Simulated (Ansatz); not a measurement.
# RbCl7: the cost of one run

Computed with Ansatz 0.2.0 (DFT PBE, scalar-relativistic, plane waves, PAW, unless a step's input says otherwise).

1 further run of the same task is left out (for a known fault of the program).

### 1 The system as given

It takes space group Fm-3m (No. 225, cubic). The conventional cell has a = 9.717 Å, b = 9.717 Å, c = 9.717 Å, α = 90.00°, β = 90.00°, γ = 90.00°. Around Rb (site symmetry m-3m) lie 12 Cl at 3.44 Å. Around Cl (site symmetry mmm) lie 2 Rb at 3.44 Å and 10 Cl at 3.44 Å. Around Cl (site symmetry m-3m) lie 12 Cl at 3.44 Å.

As a file:

```cif
data_structure
_symmetry_space_group_name_H-M 'Fm-3m'
_symmetry_Int_Tables_number 225
_cell_length_a 9.7172
_cell_length_b 9.7172
_cell_length_c 9.7172
_cell_angle_alpha 90.000
_cell_angle_beta 90.000
_cell_angle_gamma 90.000
_cell_volume 917.54
loop_
_atom_site_label
_atom_site_type_symbol
_atom_site_symmetry_multiplicity
_atom_site_Wyckoff_symbol
_atom_site_fract_x
_atom_site_fract_y
_atom_site_fract_z
_atom_site_occupancy
Rb1 Rb 4 a 0.00000 0.00000 0.00000 1
Cl1 Cl 24 d 0.00000 0.75000 0.75000 1
Cl2 Cl 4 b 0.50000 0.00000 0.00000 1
```

The cell is invented: species swapped into a database cell of MgPt7 (Fm-3m, No. 225), with Rb on the Mg sites and Cl on the Pt sites. The dimensions are guesses.

### 2 The guess as it stands, on a coarse mesh

input.yaml reads:

```yaml
crystal:
  lattice:
    - [0.0, 4.85860992, 4.85860992]
    - [4.85860992, 0.0, 4.85860992]
    - [4.85860992, 4.85860992, 0.0]
  atoms:
    - { symbol: Rb, position: [0.0, 0.0, 0.0] }
    - { symbol: Cl, position: [0.5, 0.0, 0.0] }
    - { symbol: Cl, position: [0.0, 0.5, 0.5] }
    - { symbol: Cl, position: [0.0, 0.5, 0.0] }
    - { symbol: Cl, position: [0.5, 0.0, 0.5] }
    - { symbol: Cl, position: [0.0, 0.0, 0.5] }
    - { symbol: Cl, position: [0.5, 0.5, 0.0] }
    - { symbol: Cl, position: [0.5, 0.5, 0.5] }
basis:
  ecutwfc: 420
kpoints:
  mp_grid: { grid: [4, 4, 4] }
hamiltonian:
  xc: pbe
scf:
  occupations: { method: gaussian, width: 0.1 }
  lower_state_search: "off"
output:
  forces: true
  stress: true
  eigenvalues: true
```

The run is started by

```
$ ansatz run input.yaml --threads 1 --pin off --max-ram 2048MiB --backend cpu --events-out ev --progress --plain --runs-dir out
```

**Question.** How long does this run take on 1 thread of Arm Neoverse V2, shared host, and how much memory does it need?

About 3.8 s, with a peak of 0.42 GiB.
